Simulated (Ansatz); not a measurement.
**C2H8OSn: how energies converge with the basis set**

The task here is to estimate one member of a computed series from the others.

Computed with Ansatz 0.2.0, Gaussian basis. Level: one geometry, several basis sets.

Plan: PBE0-D4/def2-SVP; ωB97M-V/def2-SVP; PBE0-D4/def2-QZVPP; ωB97M-V/def2-QZVPP; the functionals' def2-TZVPP values are taken from earlier runs.

### Structure used throughout

An earlier PBE0-D4 in a triple-zeta def2 set relaxation fixed the geometry. Sn takes the def2 core potential; no spin-orbit term is included.

SMILES `[CH3][SnH]([CH3])[OH]`, 12 atoms, charge 0, spin multiplicity 1.

Atoms are counted from 1 here; the program's logs count them from 0.

Bond lengths: C1–Sn2 2.128 Å, C1–H5 1.090 Å, C1–H6 1.091 Å, C1–H7 1.090 Å, Sn2–C3 2.137 Å, Sn2–O4 1.979 Å, Sn2–H8 1.719 Å, C3–H9 1.091 Å, C3–H10 1.090 Å, C3–H11 1.090 Å, O4–H12 0.959 Å. Angles: Sn2–C1–H5 109.7°, Sn2–C1–H6 110.8°, Sn2–C1–H7 109.2°, H5–C1–H6 109.2°, H5–C1–H7 109.0°, H6–C1–H7 109.1°, C1–Sn2–C3 113.4°, C1–Sn2–O4 102.6°, C1–Sn2–H8 113.5°, C3–Sn2–O4 107.5°, C3–Sn2–H8 111.6°, O4–Sn2–H8 107.5°, Sn2–C3–H9 110.5°, Sn2–C3–H10 110.1°, Sn2–C3–H11 109.3°, H9–C3–H10 108.8°, H9–C3–H11 109.1°, H10–C3–H11 109.0° and more.

The first run:

The input, in.yaml:

```yaml
crystal:
  periodic: [false, false, false]
  atoms:
    - {symbol: C, position_ang: [-0.737274, 1.161640, -1.330250]}
    - {symbol: Sn, position_ang: [-0.473899, -0.166589, 0.310733]}
    - {symbol: C, position_ang: [1.517356, -0.173758, 1.086467]}
    - {symbol: O, position_ang: [-0.798933, -1.938099, -0.509576]}
    - {symbol: H, position_ang: [-1.759612, 1.088486, -1.700521]}
    - {symbol: H, position_ang: [-0.537727, 2.191227, -1.030951]}
    - {symbol: H, position_ang: [-0.050050, 0.883420, -2.129727]}
    - {symbol: H, position_ang: [-1.637802, 0.046649, 1.558193]}
    - {symbol: H, position_ang: [1.775755, 0.808435, 1.485241]}
    - {symbol: H, position_ang: [1.607029, -0.911899, 1.883811]}
    - {symbol: H, position_ang: [2.214528, -0.428400, 0.287764]}
    - {symbol: H, position_ang: [-1.042470, -2.616313, 0.122915]}
basis:
  gaussian: {orbitals: def2-SVP}
hamiltonian: {xc: pbe0, dispersion: d4}
output: {orbitals: {seedname: orbitals}}
```

Steps of the session up to this table: PBE0-D4 in def2-SVP; ωB97M-V in def2-SVP; PBE0-D4 in def2-QZVPP; ωB97M-V in def2-QZVPP.

One table of the session follows, with a row left open; its other results are not shown here.

It belongs to the step «Functionals by basis». 

| functional | basis | HOMO (eV) | LUMO (eV) |
| --- | --- | --- | --- |
| PBE0-D4 | def2-SVP | ? | ? |
| PBE0-D4 | def2-TZVPP | -7.65 | 0.16 |
| PBE0-D4 | def2-QZVPP | -7.69 | -0.01 |
| ωB97M-V | def2-SVP | -9.72 | 2.38 |
| ωB97M-V | def2-TZVPP | -9.92 | 1.50 |
| ωB97M-V | def2-QZVPP | -9.95 | 1.09 |

Q: Estimate the row for PBE0-D4, def2-SVP from the others.

As computed: HOMO (eV): -7.43; LUMO (eV): 0.67. In the column «HOMO (eV)» it is the highest.
